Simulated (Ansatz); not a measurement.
# Mg2GaC6N6: the cost of one run

Method: DFT PBE, scalar-relativistic, plane waves, PAW, in Ansatz 0.2.0.

### Step 1. The system as given

The structure is cubic, space group F-43m (No. 216). The conventional cell has a = 10.282 Å, b = 10.282 Å, c = 10.282 Å, α = 90.00°, β = 90.00°, γ = 90.00°. Around Mg (site symmetry -43m) lie 6 N at 2.08 Å. Mg (site symmetry -43m) has 12 N at 3.67 Å and 12 C at 3.70 Å as nearest neighbours. Around Ga (site symmetry -43m) lie 6 C at 1.90 Å. C (site symmetry 2mm) is surrounded by 1 N at 1.17 Å. Around N (site symmetry 2mm) lie 1 C at 1.17 Å.

As a file:

```cif
data_structure
_symmetry_space_group_name_H-M 'F-43m'
_symmetry_Int_Tables_number 216
_cell_length_a 10.2820
_cell_length_b 10.2820
_cell_length_c 10.2820
_cell_angle_alpha 90.000
_cell_angle_beta 90.000
_cell_angle_gamma 90.000
_cell_volume 1087.01
loop_
_atom_site_label
_atom_site_type_symbol
_atom_site_symmetry_multiplicity
_atom_site_Wyckoff_symbol
_atom_site_fract_x
_atom_site_fract_y
_atom_site_fract_z
_atom_site_occupancy
Mg1 Mg 4 b 0.50000 0.00000 0.00000 1
Mg2 Mg 4 c 0.25000 0.25000 0.25000 1
Ga1 Ga 4 a 0.00000 0.00000 0.00000 1
C1 C 24 f 0.18440 0.00000 0.00000 1
N1 N 24 f 0.29819 0.00000 0.00000 1
```

The cell is invented: cyanide-bridged rock-salt net of two metals, 1 guest cations a cell (F-43m, No. 216). Its size is a rough estimate.

### Step 2. A first look at the guess

Input file input.yaml:

```yaml
crystal:
  lattice:
    - [0.0, 5.141, 5.141]
    - [5.141, 0.0, 5.141]
    - [5.141, 5.141, 0.0]
  atoms:
    - { symbol: Mg, position: [0.5, 0.5, 0.5] }
    - { symbol: Mg, position: [0.75, 0.75, 0.75] }
    - { symbol: Ga, position: [0.0, 0.0, 0.0] }
    - { symbol: C, position: [0.81560008, 0.18439992, 0.18439992] }
    - { symbol: C, position: [0.18439992, 0.18439992, 0.81560008] }
    - { symbol: C, position: [0.81560008, 0.18439992, 0.81560008] }
    - { symbol: C, position: [0.18439992, 0.81560008, 0.81560008] }
    - { symbol: C, position: [0.81560008, 0.81560008, 0.18439992] }
    - { symbol: C, position: [0.18439992, 0.81560008, 0.18439992] }
    - { symbol: "N", position: [0.70180899, 0.29819101, 0.29819101] }
    - { symbol: "N", position: [0.29819101, 0.29819101, 0.70180899] }
    - { symbol: "N", position: [0.70180899, 0.29819101, 0.70180899] }
    - { symbol: "N", position: [0.29819101, 0.70180899, 0.70180899] }
    - { symbol: "N", position: [0.70180899, 0.70180899, 0.29819101] }
    - { symbol: "N", position: [0.29819101, 0.70180899, 0.29819101] }
basis:
  ecutwfc: 420
kpoints:
  mp_grid: { grid: [4, 4, 4] }
hamiltonian:
  xc: pbe
scf:
  occupations: { method: gaussian, width: 0.1 }
  lower_state_search: "off"
output:
  forces: true
  stress: true
  eigenvalues: true
```

On the command line:

```console
$ ansatz run input.yaml --threads 1 --pin off --max-ram 2560MiB --backend cpu --events-out ev --progress --plain --runs-dir out
```

Q: Estimate wall time and peak memory on 1 thread of Arm Neoverse N1, shared host.

About 20 s, with a peak of 0.49 GiB.
